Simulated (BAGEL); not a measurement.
# C2H6Se (SMILES C[Se]C), step by step

We compute the energy (HF/cc-pVDZ), then a single-point energy (NEVPT2(2,2)/cc-pVDZ) of C2H6Se. 

The calculation is run with BAGEL 1.2.2.

1 further run of the same task is left out (set aside as unsound or not needed).

## (1) The molecule

C2H6Se: 9 atoms, total charge 0, spin state singlet. As SMILES, `C[Se]C`. One bond was lengthened or shortened from a relaxed shape.

Bond lengths: C1–Se2 1.940 Å, Se2–C3 1.940 Å, C1–H4 1.090 Å, C1–H5 1.089 Å, C1–H6 1.253 Å, C3–H7 1.090 Å, C3–H8 1.090 Å, C3–H9 1.089 Å. Some angles: C1–Se2–C3 96.9°, Se2–C1–H4 110.4°, Se2–C1–H5 107.0°, Se2–C1–H6 110.4°, Se2–C3–H7 110.4°, Se2–C3–H8 110.4°, Se2–C3–H9 107.0°, H4–C1–H5 109.3°, H4–C1–H6 110.4°, H5–C1–H6 109.3°.

## (2) A single-point energy at HF/cc-pVDZ (density fitting with svp-jkfit) (run 1)

calc.json

```json
{ "bagel": [

{
  "title": "molecule",
  "basis": "cc-pvdz.json",
  "df_basis": "svp-jkfit",
  "angstrom": true,
  "geometry": [
    { "atom": "C", "xyz": [   -0.482089,    0.609544,   -1.241159 ] },
    { "atom": "Se", "xyz": [    1.249411,    0.510844,   -0.371359 ] },
    { "atom": "C", "xyz": [    0.738011,   -0.731656,    1.028241 ] },
    { "atom": "H", "xyz": [   -0.780289,   -0.372656,   -1.606359 ] },
    { "atom": "H", "xyz": [   -0.377089,    1.290444,   -2.085159 ] },
    { "atom": "H", "xyz": [   -1.343000,    1.060700,   -0.450400 ] },
    { "atom": "H", "xyz": [   -0.045889,   -0.301056,    1.650641 ] },
    { "atom": "H", "xyz": [    0.403911,   -1.674356,    0.595941 ] },
    { "atom": "H", "xyz": [    1.623811,   -0.909056,    1.637141 ] }
  ]
},
{ "title": "hf" },
{ "title": "print", "file": "orbitals.molden", "orbitals": true }

]}
```

The basis set cc-pVDZ is read from a file made from the Basis Set Exchange's data (not shown).

Run with:

```
$ BAGEL_NUM_THREADS=1 BAGEL calc.json > calc.out
```

Standard output:

```text
* using 1 threads per process

  ===============================================================
  ===============================================================

  *** Geometry ***

  { "atom" : "C", "xyz" : [     -0.911016,      1.151871,     -2.345451 ] },
  { "atom" : "Se", "xyz" : [      2.361045,      0.965355,     -0.701767 ] },
  { "atom" : "C", "xyz" : [      1.394639,     -1.382629,      1.943094 ] },
  { "atom" : "H", "xyz" : [     -1.474533,     -0.704218,     -3.035579 ] },
  { "atom" : "H", "xyz" : [     -0.712595,      2.438586,     -3.940379 ] },
  { "atom" : "H", "xyz" : [     -2.537902,      2.004433,     -0.851133 ] },
  { "atom" : "H", "xyz" : [     -0.086718,     -0.568913,      3.119259 ] },
  { "atom" : "H", "xyz" : [      0.763281,     -3.164074,      1.126165 ] },
  { "atom" : "H", "xyz" : [      3.068558,     -1.717867,      3.093748 ] },

  Number of auxiliary basis functions:      524

  Since a DF basis is specified, we compute 2- and 3-index integrals:
    o Being stored without compression. Storage requirement is 0.030 GB

  Number of basis functions:       85
  Number of electrons      :       52

    * METHOD: MOLECULE                             0.30

  *** RHF ***

  === Nuclear Repulsion ===
   186.3113683999

      * DIIS with orbital gradients will be used.

  === RHF iteration (cc-pvdz.json) ===
      0      -2478.91032190          0.01265831           0.09
      1      -2479.00332492          0.00569501           0.09
      2      -2479.02188390          0.00138352           0.09
      3      -2479.02327277          0.00020240           0.09
      4      -2479.02329680          0.00004007           0.09
      5      -2479.02329906          0.00001417           0.09
      6      -2479.02329925          0.00000601           0.09
      7      -2479.02329929          0.00000114           0.09
      8      -2479.02329929          0.00000048           0.08
      9      -2479.02329929          0.00000010           0.09
     10      -2479.02329929          0.00000003           0.09
     11      -2479.02329929          0.00000001           0.09
    * SCF iteration converged.

    * Permanent dipole moment:
           (    0.482185,     0.296757,    -0.116787) a.u.

    * METHOD: HF                                   1.28

    * METHOD: PRINT                                0.02

  ===============================================================
```

Run time: 1.7 s. Hardware: 1 thread of Arm Neoverse V1, shared host; peak memory 0.15 GiB.

## (3) A single-point energy at NEVPT2(2,2)/cc-pVDZ (density fitting with svp-jkfit) (run 2)

Changes to calc.json since step 2:

```diff
@@ -20,2 +20,3 @@
 { "title": "hf" },
+{ "title": "nevpt2", "nstate": 1, "nact": 2, "nclosed": 25, "active": [23, 30], "maxiter": 200, "natocc": true, "ncore": 11 },
 { "title": "print", "file": "orbitals.molden", "orbitals": true }
```

The basis set cc-pVDZ is read from a file made from the Basis Set Exchange's data (not shown).

Run with:

```
$ BAGEL_NUM_THREADS=1 BAGEL calc.json > calc.out
```

Standard output:

```text
* using 1 threads per process

  ===============================================================
  ===============================================================

  *** Geometry ***

  { "atom" : "C", "xyz" : [     -0.911016,      1.151871,     -2.345451 ] },
  { "atom" : "Se", "xyz" : [      2.361045,      0.965355,     -0.701767 ] },
  { "atom" : "C", "xyz" : [      1.394639,     -1.382629,      1.943094 ] },
  { "atom" : "H", "xyz" : [     -1.474533,     -0.704218,     -3.035579 ] },
  { "atom" : "H", "xyz" : [     -0.712595,      2.438586,     -3.940379 ] },
  { "atom" : "H", "xyz" : [     -2.537902,      2.004433,     -0.851133 ] },
  { "atom" : "H", "xyz" : [     -0.086718,     -0.568913,      3.119259 ] },
  { "atom" : "H", "xyz" : [      0.763281,     -3.164074,      1.126165 ] },
  { "atom" : "H", "xyz" : [      3.068558,     -1.717867,      3.093748 ] },

  Number of auxiliary basis functions:      524

  Since a DF basis is specified, we compute 2- and 3-index integrals:
    o Being stored without compression. Storage requirement is 0.030 GB

  Number of basis functions:       85
  Number of electrons      :       52

    * METHOD: MOLECULE                             0.31

  *** RHF ***

  === Nuclear Repulsion ===
   186.3113683999

      * DIIS with orbital gradients will be used.

  === RHF iteration (cc-pvdz.json) ===
      0      -2478.91032190          0.01265831           0.08
      1      -2479.00332492          0.00569501           0.09
      2      -2479.02188390          0.00138352           0.08
      3      -2479.02327277          0.00020240           0.08
      4      -2479.02329680          0.00004007           0.09
      5      -2479.02329906          0.00001417           0.08
      6      -2479.02329925          0.00000601           0.08
      7      -2479.02329929          0.00000114           0.08
      8      -2479.02329929          0.00000048           0.08
      9      -2479.02329929          0.00000010           0.08
     10      -2479.02329929          0.00000003           0.08
     11      -2479.02329929          0.00000001           0.08
    * SCF iteration converged.

    * Permanent dipole moment:
           (    0.482185,     0.296757,    -0.116787) a.u.

    * METHOD: HF                                   1.23

    * freezing 11 orbitals
  ---------------------------
      CASSCF calculation
  ---------------------------

    ==== Active orbitals : =====
         Orbital 23
         Orbital 30
    ============================

    * nstate   :      1
    * nclosed  :     25
    * nact     :      2
    * nvirt    :     58
  === CASSCF iteration (cc-pvdz.json) ===

    * Using the second-order algorithm

      0  0     -2479.02393165     1.42e-04      0.02

      1  0     -2479.03729768     1.15e-03      0.37

      2  0     -2479.04038744     6.94e-04      0.42

      3  0     -2479.04324186     1.79e-04      0.44

      4  0     -2479.04333897     3.63e-05      0.47

      5  0     -2479.04334082     5.24e-06      0.45

      6  0     -2479.04334085     6.87e-07      0.42

      7  0     -2479.04334085     9.63e-08      0.48

      8  0     -2479.04334085     1.66e-08      0.45

      9  0     -2479.04334085     3.63e-09      0.35

    * Second-order optimization converged. *

     guess   0:   closed 1.                   open ..

  === FCI iteration ===

      0  0     -2479.02295112     8.36e-02      0.00
      1  0     -2479.04333931     5.70e-04      0.00
      2  0 *   -2479.04334085     5.69e-16      0.00

     * ci vector, state   0, <S^2> = 0.0000
       2.     0.9926503073
       .2    -0.1210180460

  === DF-NEVPT2 calculation ===

    * 3-index integral transformation done
    * assembly done

      NEVPT2 correlation energy:   -0.4132295625      0.20

          (+0)     -0.3599583246
          (+0)'    -0.0158940685
          (+1)     -0.0045145862
          (+1)'    -0.0000000000
          (+2)     -0.0002119592
          (-1)     -0.0241954883
          (-1)'     0.0000000000
          (-2)     -0.0084551357

      NEVPT2 total energy:       -2479.4565704151

    * METHOD: NEVPT2                               4.44

    * METHOD: PRINT                                0.02

  ===============================================================
```

Run time: 6.3 s. Hardware: 1 thread of Arm Neoverse V1, shared host; peak memory 0.15 GiB.

## (4) Results

| quantity | value |
| --- | --- |
| run 1, HF/cc-pVDZ: total energy | -2479.02330 Eh |
| run 1, HF/cc-pVDZ: dipole moment | 1.47 D |
| run 1, HF/cc-pVDZ: HOMO energy | -8.54 eV |
| run 1, HF/cc-pVDZ: LUMO energy | 4.24 eV |
| run 1, HF/cc-pVDZ: HOMO–LUMO gap | 12.78 eV |
| run 2, NEVPT2(2,2)/cc-pVDZ: total energy | -2479.45657 Eh |
